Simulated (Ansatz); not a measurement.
# LuHg: how the settings move a relaxation

Question: which choices in the input matter for LuHg?

Method: reference: DFT, r2SCAN, PAW with Ansatz's default frozen-core files, scalar-relativistic; relaxation of cell and atoms, in Ansatz 0.2.0.

## Step 1: Starting point

Symmetry: Pm-3m, No. 221, cubic system. Conventional cell: a = 3.607 Å, b = 3.607 Å, c = 3.607 Å, α = 90.00°, β = 90.00°, γ = 90.00°. Lu (site symmetry m-3m) is surrounded by 8 Hg at 3.12 Å. Hg (site symmetry m-3m) has 8 Lu at 3.12 Å as nearest neighbours.

Structure file:

```
CELL_PARAMETERS angstrom
3.60700 0.00000 0.00000
0.00000 3.60700 0.00000
0.00000 0.00000 3.60700
ATOMIC_POSITIONS crystal
Lu 0.50000 0.50000 0.50000
Hg 0.00000 0.00000 0.00000
```

## Step 2: Baseline

Contents of input.yaml:

```yaml
crystal:
  lattice:
    - [3.607, 0.0, 0.0]
    - [0.0, 3.607, 0.0]
    - [0.0, 0.0, 3.607]
  atoms:
    - { symbol: Lu, position: [0.5, 0.5, 0.5] }
    - { symbol: Hg, position: [0.0, 0.0, 0.0] }
kpoints:
  mp_grid: { grid: [12, 12, 12] }
scf:
  occupations: { method: fermi_dirac, width: 0.05 }
hamiltonian:
  xc: r2scan
  pseudopotentials: { kind: paw }
relax:
  f_tol: 0.002
  max_steps: 80
  cell: {}
output:
  forces: true
  stress: true
  write_density: true
  write_potential: true
  elf: true
  volumetric_format: npy
```

Run with:

```sh
> ansatz run input.yaml --threads 1 --pin off --max-ram 2560MiB --backend cpu --events-out ev --progress --plain --runs-dir out
```

From the output:

```text
[...]
Basis set: ecut = 500 eV, 1213 PW (Γ), exchange–correlation on 108×108×108 points (64 copies of the dense FFT grid, shifted against one another)
[...]
k-points: 84 of 1728
[...]
SCF iter   1: F=—  HF=-28572.586438 eV  |F-HF|=—  |Δ(HF+E_count)|=         —  Δρ=9.63e-3  dr2=3.98e-2  dr2_τ=1.81e-2  ethr=1.77e-3  ⟨swp⟩=5.0  Hψ=11198  notcnv=0
preconditioner: auto → Kerker (q_TF=auto, 2.709 Å⁻¹)  [metal: Δε(μ)=0.038 eV  Ē_g=13.097 eV  σ=0.050 eV  W_gap=0.19  n_scr=18 (ndim 8)  ℏωp=32.1 eV  f_vac=0.000  D(μ)=1.01/eV (n_scr^D=6)]
SCF iter   2: F=—  HF=-28572.588459 eV  |F-HF|=—  |Δ(HF+E_count)|=   2.02e-3  Δρ=6.39e-3  dr2=2.22e-2  dr2_τ=3.29e-3  ethr=8.85e-5  ⟨swp⟩=3.1  Hψ=6727  notcnv=0
[...]
relax step   1: F+E_penalty+E_count = -28572.57600499 eV  Δ(F+E_penalty+E_count) = +0.000e0 eV  max|allowed force component| = 8.579e-30 eV/Å  Δτ_max = 0.0000 Å  P = +0.698 GPa  Ω = 46.929 Å³  (8 SCF iters, dr2 threshold 1.00e-7 eV, accepted)
[...]
relax step   2: F+E_penalty+E_count = -28572.57592016 eV  Δ(F+E_penalty+E_count) = +8.484e-5 eV  max|allowed force component| = 1.709e-29 eV/Å  Δτ_max = 0.0000 Å  P = -0.586 GPa  Ω = 47.671 Å³  energy of the carried Pulay correction = -2.967e-4 eV  (7 SCF iter
[...]
relax step   3: F+E_penalty+E_count = -28572.57669610 eV  Δ(F+E_penalty+E_count) = -7.759e-4 eV  max|allowed force component| = 2.445e-29 eV/Å  Δτ_max = 0.0000 Å  P = -0.011 GPa  Ω = 47.329 Å³  energy of the carried Pulay correction = -1.607e-4 eV  (6 SCF iter
[...]
SCF iter   6: F=—  HF=-28572.576852 eV  |F-HF|=—  |Δ(HF+E_count)|=   1.21e-9  Δρ=2.81e-7  dr2=5.20e-11  dr2_τ=2.71e-12  ethr=2.70e-12  ⟨swp⟩=2.0  Hψ=3788  notcnv=0
SCF iter   7: F=-28572.576852 eV  HF=-28572.576852 eV  |F-HF|=0.00e0  |Δ(HF+E_count)|=  2.91e-11  Δρ=6.08e-8  dr2=9.38e-13  dr2_τ=2.07e-13  ethr=1.00e-12  ⟨swp⟩=8.5  Hψ=15094  notcnv=0
[...]
relax step   4: F+E_penalty+E_count = -28572.57685171 eV  Δ(F+E_penalty+E_count) = -1.556e-4 eV  max|allowed force component| = 2.393e-29 eV/Å  Δτ_max = 0.0000 Å  P = -0.009 GPa  Ω = 47.329 Å³  stress off target by 8.55e-3 GPa  SCF on the basis re-selected at 
[...]
SCF converged after 7 iterations
Free energy (F): -28572.576852 eV
[...]
E sigma→0 (E₀):  -28572.572616 eV
[...]
Fermi energy:    16.681197 eV
[...]
  P = ⅓ Tr σ = -0.0085 GPa (-0.085 kbar)
[...]
--- Relaxed structure (3 steps of the walk, 3 accepted, 1 SCFs on fresh bases) ---
[...]
```

Run time: 48 s. Hardware: 1 thread of Intel Xeon Platinum 8488C (Sapphire Rapids), shared host; peak memory 0.56 GiB.

## Step 3: Changing settings: mp_grid.grid [4, 4, 4], occupations.method methfessel_paxton, n_extra_bands 16

Changes to input.yaml since step 2:

```diff
@@ -9,5 +9,6 @@
 kpoints:
-  mp_grid: { grid: [12, 12, 12] }
+  mp_grid: { grid: [4, 4, 4] }
 scf:
-  occupations: { method: fermi_dirac, width: 0.05 }
+  occupations: { method: methfessel_paxton, width: 0.05 }
+  n_extra_bands: 16
 hamiltonian:
@@ -22,5 +23 @@
   stress: true
-  write_density: true
-  write_potential: true
-  elf: true
-  volumetric_format: npy
```

Run with:

```sh
> ansatz run input.yaml --threads 1 --pin off --max-ram 2560MiB --backend cpu --events-out ev --progress --plain --runs-dir out
```

The program printed:

```text
scf.n_extra_bands = 16 over 23 filled bands (N_el = 45.0): the run solves 39 bands
Engine: ansatz 0.2.0
Pseudopotentials: kind: paw
Pseudopotential: Lu, paw, valence charge 25, recommended cutoff 500 eV (meta_gga), Lu.paw.azcp
Pseudopotential: Hg, paw, valence charge 20, recommended cutoff 500 eV (meta_gga), Hg.paw.azcp
Functional definition: r2SCAN
  parameter k0 = 0.174
  parameter k1 = 0.065
  parameter a1 = 4.9479
  exchange = r2scan_x(k0 = k0, k1 = k1, a1 = a1)
  correlation = r2scan_c
Crystal: 2 atoms, lattice volume = 46.929 Å³
Basis set: ecut = 500 eV, 1213 PW (Γ), exchange–correlation on 108×108×108 points (64 copies of the dense FFT grid, shifted against one another)
Bands: 39, of which v1, the nominal top of the filled ones, is band 23 counted from 1 (22 counted from 0)
Symmetry: 48 space group operations
Space group: Pm-3m (ITA 221), of the structure as read, at distance tolerance 3.6e-5 Å
k-points: 10 of 64
Non-local potential: Lu, projectors of the file, l = 0: 3, l = 1: 2, l = 2: 2, l = 3: 3
Non-local potential: Hg, projectors of the file, l = 0: 3, l = 1: 2, l = 2: 2, l = 3: 1
PAW form: soft (Blöchl's): semilocal exchange-correlation on the pseudo side does not see the compensation charge
PAW frozen core: Lu, regenerated for the run's functional (the file was generated under x = pbe(κ = 0.804, μ = 0.2195149727645171), c = pbe(β = 0.06672455060314922))
PAW frozen core: Hg, regenerated for the run's functional (the file was generated under x = pbe(κ = 0.804, μ = 0.2195149727645171), c = pbe(β = 0.06672455060314922))
PAW one-centre angular grid: Lu, 974 points (default); XC on 160 Gauss nodes
PAW one-centre angular grid: Hg, 590 points (default); XC on 160 Gauss nodes
Initial density: superposition of atomic densities (neutral atoms: chi_scale 0, normalization atom), corrected by the library's trained network
Initial wavefunctions: pseudopotential atomic-orbital guess
Functional: x = r2scan, c = r2scan; τ floored in thin density (d = 2e-4 eV/Å³)
SCF iter   1: F=—  HF=-28572.372809 eV  |F-HF|=—  |Δ(HF+E_count)|=         —  Δρ=9.23e-3  dr2=3.53e-2  dr2_τ=1.84e-2  ethr=1.77e-3  ⟨swp⟩=7.7  Hψ=2217  notcnv=0  defer=27
preconditioner: auto → Resta (q_TF=auto, 2.709 Å⁻¹)  ε∞=3.2  [insulator: Δε(μ)=0.037 eV  Ē_g=21.629 eV  σ=0.050 eV  W_gap=0.56  n_scr=18 (ndim 8)  ℏωp=32.1 eV  f_vac=0.000  D(μ)=11.16/eV (n_scr^D=250)  ε∞_Penn≈3.2]
SCF iter   2: F=—  HF=-28572.377441 eV  |F-HF|=—  |Δ(HF+E_count)|=   4.63e-3  S|Δr|=    0.00e0  Δρ=6.46e-3  dr2=1.23e-2  dr2_τ=3.50e-3  ethr=7.85e-5  ⟨swp⟩=3.1  Hψ=1006  notcnv=0  defer=85
SCF iter   3: F=—  HF=-28572.365174 eV  |F-HF|=—  |Δ(HF+E_count)|=   1.23e-2  S|Δr|=    0.00e0  Δρ=3.21e-3  dr2=3.40e-3  dr2_τ=2.61e-4  ethr=2.74e-5  ⟨swp⟩=3.2  Hψ=743  notcnv=0  defer=85
SCF iter   4: F=—  HF=-28572.365864 eV  |F-HF|=—  |Δ(HF+E_count)|=   6.90e-4  S|Δr|=    0.00e0  Δρ=7.89e-4  dr2=2.54e-4  dr2_τ=2.65e-5  ethr=7.55e-6  ⟨swp⟩=2.7  Hψ=655  notcnv=0  defer=85
SCF iter   5: F=—  HF=-28572.366040 eV  |F-HF|=—  |Δ(HF+E_count)|=   1.76e-4  S|Δr|=    0.00e0  Δρ=2.14e-4  dr2=1.61e-5  dr2_τ=7.67e-7  ethr=5.64e-7  ⟨swp⟩=2.0  Hψ=490  notcnv=0  defer=85
SCF iter   6: F=—  HF=-28572.366079 eV  |F-HF|=—  |Δ(HF+E_count)|=   3.92e-5  S|Δr|=    0.00e0  Δρ=5.02e-5  dr2=8.37e-7  dr2_τ=2.66e-8  ethr=3.58e-8  ⟨swp⟩=2.0  Hψ=506  notcnv=0  defer=85
SCF iter   7: F=-28572.366081 eV  HF=-28572.366081 eV  |F-HF|=1.16e-7  |Δ(HF+E_count)|=   2.10e-6  S|Δr|=    0.00e0  Δρ=1.40e-5  dr2=7.75e-8  dr2_τ=8.71e-9  ethr=2.22e-10  ⟨swp⟩=6.3  Hψ=1518  notcnv=0
SCF 1 converged in 7 iterations: F = -28572.366081 eV  dr2 = 7.75e-8
relax step   1: F+E_penalty+E_count = -28572.36608130 eV  Δ(F+E_penalty+E_count) = +0.000e0 eV  max|allowed force component| = 6.008e-29 eV/Å  Δτ_max = 0.0000 Å  P = +0.101 GPa  Ω = 46.929 Å³  (7 SCF iters, dr2 threshold 1.00e-7 eV, accepted)
Crystal: 2 atoms, lattice volume = 47.035 Å³
Initial density: handed on by an earlier stage of this run
Initial wavefunctions: those handed on with the density
iter 1 solved again at ethr=1.50e-7 eV; its pass at ethr=3.10e-3 eV (dr2=6.73e-5 eV) is discarded
SCF iter   1: F=—  HF=-28572.365782 eV  |F-HF|=—  |Δ(HF+E_count)|=         —  Δρ=2.85e-4  dr2=7.52e-5  dr2_τ=2.29e-4  ethr=1.50e-7  ⟨swp⟩=3.7  Hψ=1962  notcnv=0  defer=2
preconditioner: auto → Resta (q_TF=auto, 2.708 Å⁻¹)  ε∞=3.3  [insulator: Δε(μ)=0.055 eV  Ē_g=21.334 eV  σ=0.050 eV  W_gap=0.76  n_scr=18 (ndim 8)  ℏωp=32.0 eV  f_vac=0.000  D(μ)=8.21/eV (n_scr^D=146)  ε∞_Penn≈3.3]
SCF iter   2: F=—  HF=-28572.366057 eV  |F-HF|=—  |Δ(HF+E_count)|=   2.76e-4  S|Δr|=    0.00e0  Δρ=1.00e-4  dr2=5.78e-6  dr2_τ=1.38e-6  ethr=1.50e-7  ⟨swp⟩=2.3  Hψ=584  notcnv=0  defer=1
SCF iter   3: F=—  HF=-28572.366045 eV  |F-HF|=—  |Δ(HF+E_count)|=   1.26e-5  S|Δr|=    0.00e0  Δρ=4.77e-5  dr2=1.47e-6  dr2_τ=7.24e-8  ethr=1.28e-8  ⟨swp⟩=2.3  Hψ=543  notcnv=0  defer=1
SCF iter   4: F=—  HF=-28572.366044 eV  |F-HF|=—  |Δ(HF+E_count)|=   2.27e-7  S|Δr|=    0.00e0  Δρ=2.64e-5  dr2=1.67e-7  dr2_τ=5.87e-8  ethr=3.26e-9  ⟨swp⟩=2.0  Hψ=583  notcnv=0  defer=1
SCF iter   5: F=—  HF=-28572.366044 eV  |F-HF|=—  |Δ(HF+E_count)|=   1.39e-7  S|Δr|=    0.00e0  Δρ=6.50e-6  dr2=1.05e-8  dr2_τ=1.60e-9  ethr=5.65e-11  ⟨swp⟩=5.6  Hψ=1361  notcnv=0
SCF iter   6: F=-28572.366044 eV  HF=-28572.366044 eV  |F-HF|=5.82e-10  |Δ(HF+E_count)|=   1.96e-8  S|Δr|=    0.00e0  Δρ=1.56e-6  dr2=1.25e-9  dr2_τ=1.66e-10  ethr=2.32e-11  ⟨swp⟩=5.0  Hψ=1196  notcnv=0
SCF 2 converged in 6 iterations: F = -28572.366044 eV  dr2 = 1.25e-9
relax step   2: F+E_penalty+E_count = -28572.36604430 eV  Δ(F+E_penalty+E_count) = +3.699e-5 eV  max|allowed force component| = 1.053e-29 eV/Å  Δτ_max = 0.0000 Å  P = -0.082 GPa  Ω = 47.035 Å³  energy of the carried Pulay correction = -4.257e-5 eV  (6 SCF iters, dr2 threshold 2.54e-8 eV, accepted)
Crystal: 2 atoms, lattice volume = 46.987 Å³
iter 1 solved again at ethr=3.00e-8 eV; its pass at ethr=3.10e-3 eV (dr2=1.35e-5 eV) is discarded
SCF iter   1: F=—  HF=-28572.366023 eV  |F-HF|=—  |Δ(HF+E_count)|=         —  Δρ=1.28e-4  dr2=1.50e-5  dr2_τ=4.62e-5  ethr=3.00e-8  ⟨swp⟩=2.7  Hψ=1613  notcnv=0  defer=1
preconditioner: auto → Resta (q_TF=auto, 2.709 Å⁻¹)  ε∞=3.3  [insulator: Δε(μ)=0.056 eV  Ē_g=21.348 eV  σ=0.050 eV  W_gap=0.77  n_scr=18 (ndim 8)  ℏωp=32.0 eV  f_vac=0.000  D(μ)=8.05/eV (n_scr^D=146)  ε∞_Penn≈3.3]
SCF iter   2: F=—  HF=-28572.366076 eV  |F-HF|=—  |Δ(HF+E_count)|=   5.34e-5  S|Δr|=    0.00e0  Δρ=4.49e-5  dr2=1.06e-6  dr2_τ=2.75e-7  ethr=3.00e-8  ⟨swp⟩=2.3  Hψ=594  notcnv=0  defer=1
SCF iter   3: F=—  HF=-28572.366076 eV  |F-HF|=—  |Δ(HF+E_count)|=   2.57e-7  S|Δr|=    0.00e0  Δρ=2.23e-5  dr2=3.08e-7  dr2_τ=1.63e-8  ethr=2.36e-9  ⟨swp⟩=2.7  Hψ=600  notcnv=0  defer=1
SCF iter   4: F=—  HF=-28572.366076 eV  |F-HF|=—  |Δ(HF+E_count)|=   5.43e-8  S|Δr|=    0.00e0  Δρ=1.31e-5  dr2=4.37e-8  dr2_τ=1.26e-8  ethr=6.85e-10  ⟨swp⟩=2.1  Hψ=585  notcnv=0  defer=1
SCF iter   5: F=-28572.366076 eV  HF=-28572.366076 eV  |F-HF|=7.30e-9  |Δ(HF+E_count)|=   5.89e-9  S|Δr|=    0.00e0  Δρ=4.46e-6  dr2=5.18e-9  dr2_τ=4.31e-10  ethr=3.76e-11  ⟨swp⟩=5.2  Hψ=1314  notcnv=0
SCF 3 converged in 5 iterations: F = -28572.366076 eV  dr2 = 5.18e-9
relax step   3: F+E_penalty+E_count = -28572.36607594 eV  Δ(F+E_penalty+E_count) = -3.164e-5 eV  max|allowed force component| = 5.259e-30 eV/Å  Δτ_max = 0.0000 Å  P = -0.001 GPa  Ω = 46.987 Å³  energy of the carried Pulay correction = -2.343e-5 eV  (5 SCF iters, dr2 threshold 1.69e-8 eV, accepted)
Initial wavefunctions: pseudopotential atomic-orbital guess (no wavefunctions were taken with the density)
iter 1 solved again at ethr=4.40e-9 eV; its pass at ethr=3.10e-3 eV (dr2=1.98e-6 eV) is discarded
SCF iter   1: F=—  HF=-28572.365903 eV  |F-HF|=—  |Δ(HF+E_count)|=         —  Δρ=2.07e-4  dr2=3.66e-7  dr2_τ=1.70e-8  ethr=4.40e-9  ⟨swp⟩=6.6  Hψ=4062  notcnv=0  defer=1
preconditioner: auto → Resta (q_TF=auto, 2.709 Å⁻¹)  ε∞=3.3  [insulator: Δε(μ)=0.056 eV  Ē_g=21.346 eV  σ=0.050 eV  W_gap=0.77  n_scr=18 (ndim 8)  ℏωp=32.0 eV  f_vac=0.000  D(μ)=8.07/eV (n_scr^D=146)  ε∞_Penn≈3.3]
SCF iter   2: F=—  HF=-28572.366055 eV  |F-HF|=—  |Δ(HF+E_count)|=   1.52e-4  S|Δr|=    0.00e0  Δρ=1.04e-4  dr2=9.06e-8  dr2_τ=1.73e-6  ethr=8.14e-10  ⟨swp⟩=2.1  Hψ=577  notcnv=0  defer=1
SCF iter   3: F=—  HF=-28572.366118 eV  |F-HF|=—  |Δ(HF+E_count)|=   6.34e-5  S|Δr|=    0.00e0  Δρ=3.63e-6  dr2=2.94e-9  dr2_τ=9.11e-10  ethr=2.01e-10  ⟨swp⟩=2.1  Hψ=585  notcnv=0  defer=1
SCF iter   4: F=—  HF=-28572.366118 eV  |F-HF|=—  |Δ(HF+E_count)|=   3.30e-8  S|Δr|=    0.00e0  Δρ=1.48e-6  dr2=7.52e-10  dr2_τ=5.64e-11  ethr=6.53e-12  ⟨swp⟩=2.3  Hψ=605  notcnv=0  defer=1
SCF iter   5: F=—  HF=-28572.366118 eV  |F-HF|=—  |Δ(HF+E_count)|=   2.68e-9  S|Δr|=    0.00e0  Δρ=4.00e-7  dr2=6.26e-11  dr2_τ=1.21e-11  ethr=1.67e-12  ⟨swp⟩=2.0  Hψ=568  notcnv=0  defer=1
SCF iter   6: F=-28572.366118 eV  HF=-28572.366118 eV  |F-HF|=1.82e-11  |Δ(HF+E_count)|=  2.91e-11  S|Δr|=    0.00e0  Δρ=1.46e-7  dr2=9.50e-12  dr2_τ=3.58e-13  ethr=1.00e-12  ⟨swp⟩=7.0  Hψ=1736  notcnv=0
SCF 4 converged in 6 iterations: F = -28572.366118 eV  dr2 = 9.50e-12
relax step   4: F+E_penalty+E_count = -28572.36611836 eV  Δ(F+E_penalty+E_count) = -4.241e-5 eV  max|allowed force component| = 5.440e-30 eV/Å  Δτ_max = 0.0000 Å  P = -0.001 GPa  Ω = 46.987 Å³  stress off target by 7.16e-4 GPa  SCF on the basis re-selected at this cell (its energy is not comparable with the rows above)  (6 SCF iters)
basis re-selected at this cell: Δ(F+E_penalty+E_count) = -4.241e-5 eV, ΔP = +0.000 GPa vs the last step (what re-selecting the basis moved, of the pressure what is left beyond the Pulay correction that the steps carried, after the strain that the cell walked since its last selection, with what the two solves' SCF thresholds leave and, on support functions, any second-order correction that the steps lacked; it is no measure of the basis error at this ecutwfc). This SCF's stress stands 7.16e-4 GPa from its target on what of the cell is left free (relax.cell.stress_tol is 5.00e-2 GPa) and its largest allowed force component is 5.44e-30 eV/Å (relax.f_tol is 2.00e-3 eV/Å): within both
SCF converged after 6 iterations
Stability not checked: this state was not tested for a lower state beside it, because cold or Methfessel-Paxton smearing, or corrected tetrahedra, fill the levels in a way that the test cannot read (fill_not_monotonic; see scf.lower_state_search)
Free energy (F): -28572.366118 eV
Harris-Foulkes:  -28572.366118 eV  (|F-HF|=1.82e-11)
Internal energy: -28572.364696 eV  (E = F + TS)
E sigma→0 (E₀):  -28572.365763 eV
Entropy (-TS):   -0.001422 eV (-0.711 meV/atom)
Fermi energy:    16.610208 eV
--- Per-component energies (eV) ---
  E_band       = -340.732870
  E_kinetic    = 1023.190974
  E_local      = -8751.617107  (includes V_loc(G=0)·N_el)
  E_nonlocal   = 640.064488
  E_hartree    = 3694.872418
  E_xc         = -424.373783
  E_vxc        = -584.997144  (∫ρ·V_xc dr)
  E_paw        = -17352.368343  (= ΣΔE_a)
  E_vpaw       = -93.660022  (= ΣTr[D̂ρ^β])
  E_aug_tail   = 0.000399  (compensation charges beyond the density's cutoff)
  E_vtau       = 36.540698  (kinetic-family band-sum trace: ∫τ·v_τ [+ j·A + Jᵃ·Aᵃ] dr)
  E_ewald      = -7402.662336
  E_core_change = 0.528595  (= ΣΔE_core)
  E_smearing   = -0.001422  (= −TS)
  E_closure    = -0.000000  (closes the sum)
  Σ components = -28572.366118   (vs F -28572.366118, Δ=0.00e0)
--- Forces (eV/Å), atoms counted from 1 ---
  atom   1  Lu     0.00000000     0.00000000     0.00000000
  atom   2  Hg     0.00000000    -0.00000000    -0.00000000
  max |Σ_I F_I| component: 1.02e-29 eV/Å
--- Stress (GPa, compression-positive) ---
       -0.000716       0.000000      -0.000000
        0.000000      -0.000716       0.000000
       -0.000000       0.000000      -0.000716
  P = ⅓ Tr σ = -0.0007 GPa (-0.007 kbar)
--- Relaxed structure (3 steps of the walk, 3 accepted, 1 SCFs on fresh bases) ---
  F+E_penalty+E_count = -28572.36611836 eV   max|allowed force component| = 5.440e-30 eV/Å   (the final SCF, on the basis selected at the relaxed cell)
  cell:  # Å, volume = 46.9874 Å³
    - [3.608504008742547, -1.695219586465848e-34, 0.0]
    - [-1.695219586465848e-34, 3.608504008742547, 0.0]
    - [8.024708101613482e-36, 0.0, 3.608504008742547]
  atoms:
    - { symbol: Lu, position: [0.5, 0.5, 0.5] }
    - { symbol: Hg, position: [-1.3759168453424988e-46, -4.345233715286059e-37, -4.171424366695661e-37] }
```

Run time: 9.5 s. Hardware: 1 thread of Intel Xeon Platinum 8488C (Sapphire Rapids), shared host; peak memory 0.47 GiB.

Changing the k-point mesh, smearing and band count moves the energy by +103.4 meV/atom (σ→0 values), and the final volume goes from 47.33 to 46.99 Å³. More than one kind of setting changed, and this run alone doesn't tell their shares apart. The variant is not converged in its settings.

## Step 4: Side by side

```tsv
run	ending	energy change	pressure (GPa)	gap (eV)	force (eV/Å)	cycles	time
reference	converged	0	0.0	0.00	0.00	28	48 s
1: mp_grid.grid [4, 4, 4], occupations.method methfessel_paxton, n_extra_bands 16	converged	+103.4 meV/atom (σ→0)	0.0	0.00	0.00	24	9.5 s
```

Times don't compare one to one where runs were asked for different outputs or read a saved state (see the inputs); cycles may leave out searches for a lower state.

Changing the k-point mesh, smearing and band count moves the energy by +103.4 meV/atom (σ→0 values), and the final volume goes from 47.33 to 46.99 Å³. More than one kind of setting changed, and this run alone doesn't tell their shares apart.
